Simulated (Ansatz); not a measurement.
# Alloy of Si and Sn (15 of 128 Si sites exchanged), 128 atoms

Wanted: the relaxed alloy cell and its gap (PBEsol and HSE06 with spin–orbit coupling).

All numbers are computed with Ansatz 0.2.0 (PAW, plane waves).

## 1. The starting cell

128 atoms (113 Si, 15 Sn); a = 15.742 Å, b = 15.742 Å, c = 15.742 Å, α = 60.00°, β = 60.00°, γ = 60.00°. All atoms were shaken off their sites by about 0.02 Å along each axis.

Steps to follow: (2) PBEsol cell relaxation at the single k point (½, ½, ½), on 1 × NVIDIA GB200 with 8 threads of Arm Neoverse-V2; (3) HSE06 with spin–orbit coupling single point at the Γ point alone, on 1 × NVIDIA GB200 with 8 threads of Arm Neoverse-V2.

## 2. Relaxing cell and atoms with PBEsol

in.yaml

```yaml
crystal:
  lattice:
    - [0.000000, 11.131190, 11.131190]
    - [11.131190, 0.000000, 11.131190]
    - [11.131190, 11.131190, 0.000000]
  atoms:
    - { symbol: Si, position: [0.000982, 0.999304, 0.999712] }
    - { symbol: Si, position: [0.497765, 0.001184, 0.000607] }
    - { symbol: Si, position: [0.001220, 0.998250, 0.499326] }
    - { symbol: Si, position: [0.251576, 0.250560, 0.249395] }
    - { symbol: Si, position: [0.501990, 0.496908, 0.998588] }
    - { symbol: Si, position: [0.499610, 0.002082, 0.497924] }
    - { symbol: Si, position: [0.747830, 0.250764, 0.251731] }
    - { symbol: Si, position: [0.999154, 0.499826, 0.503185] }
    - { symbol: Si, position: [0.250203, 0.749301, 0.248878] }
    - { symbol: Si, position: [0.250200, 0.251043, 0.747395] }
    - { symbol: Si, position: [0.502063, 0.498083, 0.500846] }
    - { symbol: Si, position: [0.750078, 0.749564, 0.249864] }
    - { symbol: Si, position: [0.746047, 0.252916, 0.751599] }
    - { symbol: Si, position: [0.252854, 0.748592, 0.747496] }
    - { symbol: Si, position: [0.751111, 0.751715, 0.749569] }
    - { symbol: Si, position: [0.063171, 0.062444, 0.062455] }
    - { symbol: Si, position: [0.562963, 0.060900, 0.061811] }
    - { symbol: Si, position: [0.064469, 0.564076, 0.062785] }
    - { symbol: Si, position: [0.062042, 0.062915, 0.565134] }
    - { symbol: Si, position: [0.313287, 0.312773, 0.314688] }
    - { symbol: Si, position: [0.561232, 0.062998, 0.563269] }
    - { symbol: Si, position: [0.065135, 0.561710, 0.561181] }
    - { symbol: Si, position: [0.311040, 0.311902, 0.813898] }
    - { symbol: Si, position: [0.562652, 0.560597, 0.562655] }
    - { symbol: Si, position: [0.813409, 0.811234, 0.312188] }
    - { symbol: Si, position: [0.810041, 0.312155, 0.815832] }
    - { symbol: Si, position: [0.811301, 0.812895, 0.811998] }
    - { symbol: Si, position: [0.003939, 0.000126, 0.249108] }
    - { symbol: Si, position: [0.250848, 0.249732, 0.002070] }
    - { symbol: Si, position: [0.748671, 0.251581, 0.000073] }
    - { symbol: Si, position: [0.999345, 0.499149, 0.251555] }
    - { symbol: Si, position: [0.251001, 0.749779, 0.998089] }
    - { symbol: Si, position: [0.001892, 0.998616, 0.748514] }
    - { symbol: Si, position: [0.501437, 0.498657, 0.252381] }
    - { symbol: Si, position: [0.750570, 0.750197, 0.996786] }
    - { symbol: Si, position: [0.500810, 0.997052, 0.749903] }
    - { symbol: Si, position: [0.748516, 0.253729, 0.500380] }
    - { symbol: Si, position: [0.001328, 0.500303, 0.745820] }
    - { symbol: Si, position: [0.253603, 0.751217, 0.499303] }
    - { symbol: Si, position: [0.500111, 0.497887, 0.749616] }
    - { symbol: Si, position: [0.747790, 0.750912, 0.501730] }
    - { symbol: Si, position: [0.059841, 0.062352, 0.313173] }
    - { symbol: Si, position: [0.313161, 0.310278, 0.065527] }
    - { symbol: Si, position: [0.559559, 0.064717, 0.314026] }
    - { symbol: Si, position: [0.062588, 0.559112, 0.314380] }
    - { symbol: Si, position: [0.312646, 0.812709, 0.061302] }
    - { symbol: Si, position: [0.061653, 0.065685, 0.811941] }
    - { symbol: Si, position: [0.312107, 0.312181, 0.561692] }
    - { symbol: Si, position: [0.559974, 0.065688, 0.813313] }
    - { symbol: Si, position: [0.813299, 0.312742, 0.564198] }
    - { symbol: Si, position: [0.062165, 0.562564, 0.814375] }
    - { symbol: Si, position: [0.312778, 0.812857, 0.561158] }
    - { symbol: Si, position: [0.813718, 0.812649, 0.562506] }
    - { symbol: Si, position: [0.001535, 0.250323, 0.999761] }
    - { symbol: Si, position: [0.500365, 0.248288, 0.000308] }
    - { symbol: Si, position: [0.752697, 0.995922, 0.250519] }
    - { symbol: Si, position: [0.001200, 0.747865, 0.002207] }
    - { symbol: Si, position: [0.999479, 0.251155, 0.502404] }
    - { symbol: Si, position: [0.251835, 0.496007, 0.251439] }
    - { symbol: Si, position: [0.502494, 0.747750, 0.002370] }
    - { symbol: Si, position: [0.248099, 0.000067, 0.752370] }
    - { symbol: Si, position: [0.500645, 0.250980, 0.499056] }
    - { symbol: Si, position: [0.750240, 0.500704, 0.249961] }
    - { symbol: Si, position: [0.748805, 0.999074, 0.751453] }
    - { symbol: Si, position: [0.999730, 0.746956, 0.502967] }
    - { symbol: Si, position: [0.251135, 0.496789, 0.750198] }
    - { symbol: Si, position: [0.502274, 0.749655, 0.500115] }
    - { symbol: Si, position: [0.750595, 0.501388, 0.749113] }
    - { symbol: Si, position: [0.063013, 0.311700, 0.063678] }
    - { symbol: Si, position: [0.310204, 0.063818, 0.312670] }
    - { symbol: Si, position: [0.559944, 0.313983, 0.060167] }
    - { symbol: Si, position: [0.812111, 0.063316, 0.310128] }
    - { symbol: Si, position: [0.062370, 0.811024, 0.063987] }
    - { symbol: Si, position: [0.061430, 0.312694, 0.562068] }
    - { symbol: Si, position: [0.311239, 0.564807, 0.307933] }
    - { symbol: Si, position: [0.315620, 0.061663, 0.811800] }
    - { symbol: Si, position: [0.563432, 0.312949, 0.562608] }
    - { symbol: Si, position: [0.813155, 0.560669, 0.313094] }
    - { symbol: Si, position: [0.811643, 0.063564, 0.814119] }
    - { symbol: Si, position: [0.064864, 0.813722, 0.561242] }
    - { symbol: Si, position: [0.310450, 0.561636, 0.813935] }
    - { symbol: Si, position: [0.563811, 0.811497, 0.562069] }
    - { symbol: Si, position: [0.812859, 0.560727, 0.812652] }
    - { symbol: Si, position: [0.247112, 0.001749, 0.000838] }
    - { symbol: Si, position: [0.746634, 0.002058, 0.001312] }
    - { symbol: Si, position: [0.999354, 0.248696, 0.248838] }
    - { symbol: Si, position: [0.249743, 0.497630, 0.002036] }
    - { symbol: Si, position: [0.247576, 0.998907, 0.503243] }
    - { symbol: Si, position: [0.497580, 0.252905, 0.250425] }
    - { symbol: Si, position: [0.751741, 0.000282, 0.498161] }
    - { symbol: Si, position: [0.999995, 0.750643, 0.248211] }
    - { symbol: Si, position: [0.999918, 0.248031, 0.751913] }
    - { symbol: Si, position: [0.251289, 0.498205, 0.500085] }
    - { symbol: Si, position: [0.498515, 0.749244, 0.250027] }
    - { symbol: Si, position: [0.499747, 0.249266, 0.752131] }
    - { symbol: Si, position: [0.748117, 0.501676, 0.502207] }
    - { symbol: Si, position: [0.002599, 0.749120, 0.748704] }
    - { symbol: Si, position: [0.499332, 0.751568, 0.749489] }
    - { symbol: Si, position: [0.813896, 0.061896, 0.060810] }
    - { symbol: Si, position: [0.061086, 0.314921, 0.314209] }
    - { symbol: Si, position: [0.312107, 0.562011, 0.063369] }
    - { symbol: Si, position: [0.313440, 0.060818, 0.561359] }
    - { symbol: Si, position: [0.564608, 0.310235, 0.314385] }
    - { symbol: Si, position: [0.813896, 0.563705, 0.061127] }
    - { symbol: Si, position: [0.811781, 0.064564, 0.560798] }
    - { symbol: Si, position: [0.063884, 0.813824, 0.312187] }
    - { symbol: Si, position: [0.063437, 0.312737, 0.809101] }
    - { symbol: Si, position: [0.313823, 0.561466, 0.563535] }
    - { symbol: Si, position: [0.563655, 0.811082, 0.310584] }
    - { symbol: Si, position: [0.563722, 0.313603, 0.812475] }
    - { symbol: Si, position: [0.813961, 0.560494, 0.562422] }
    - { symbol: Si, position: [0.063812, 0.809291, 0.813244] }
    - { symbol: Si, position: [0.558794, 0.814651, 0.812831] }
    - { symbol: Sn, position: [0.999506, 0.504064, 0.000840] }
    - { symbol: Sn, position: [0.564073, 0.562966, 0.060607] }
    - { symbol: Sn, position: [0.812279, 0.312838, 0.312986] }
    - { symbol: Sn, position: [0.310032, 0.813129, 0.315056] }
    - { symbol: Sn, position: [0.312917, 0.811908, 0.811770] }
    - { symbol: Sn, position: [0.497772, 0.001077, 0.251144] }
    - { symbol: Sn, position: [0.251320, 0.250336, 0.500193] }
    - { symbol: Sn, position: [0.810879, 0.312019, 0.063023] }
    - { symbol: Sn, position: [0.562575, 0.562293, 0.313324] }
    - { symbol: Sn, position: [0.810570, 0.812960, 0.063744] }
    - { symbol: Sn, position: [0.559513, 0.564006, 0.811851] }
    - { symbol: Sn, position: [0.248900, 0.999064, 0.251074] }
    - { symbol: Sn, position: [0.565812, 0.814165, 0.061437] }
    - { symbol: Sn, position: [0.751792, 0.498363, 0.000003] }
    - { symbol: Sn, position: [0.311512, 0.063535, 0.062132] }
kpoints:
  mp_grid: { grid: [1, 1, 1], shift: [0.5, 0.5, 0.5] }
hamiltonian:
  xc: pbesol
scf:
  occupations: { method: fermi_dirac, width: 0.01 }
relax:
  f_tol: 0.03
  max_steps: 80
  escape_saddle: false
  adjacent_minimum: "off"
  cell: { fix: [shape] }
output:
  forces: true
  eigenvalues: true
  populations: true
```

Started as:

```bash
$ ansatz run in.yaml --threads 8 --pin off --max-ram 118750MiB --runs-dir r --events-out ev --progress --plain --backend cuda --devices 0, --max-vram 170GiB
```

Further steps of the session: HSE06 with spin–orbit coupling single point.

What does the calculation give? Wanted: for each run, top filled to lowest empty.

As calculated:

```
                         level          time   k points  top filled to lowest empty (eV)
            PBEsol, relaxation   7.3 s (GPU)  (½, ½, ½)                             0.51
HSE06 with spin–orbit coupling  12 min (GPU)          Γ                             0.87
```

| quantity | value |
| --- | --- |
| relaxation | 7 recorded steps, 10.27 eV gained |
| largest shift | 0.30 Å (Si60) |
| relaxed cell | a = 15.720 Å, b = 15.720 Å, c = 15.720 Å, α = 60.00°, β = 60.00°, γ = 60.00° |
| mean bonds | Si–Si 2.370, Si–Sn 2.539, Sn–Sn 2.700 Å |

**In words.** Relaxation gains 10.27 eV, with shifts up to 0.30 Å (Si60), while the volume changes by -0.4 %. The mean lengths of the listed bonds run from Si–Si 2.37 Å to Sn–Sn 2.70 Å. Rows on different k points differ by sampling as well as by level. With one k point the spacing samples only the states that fold onto it, so it can exceed the gap over the zone.
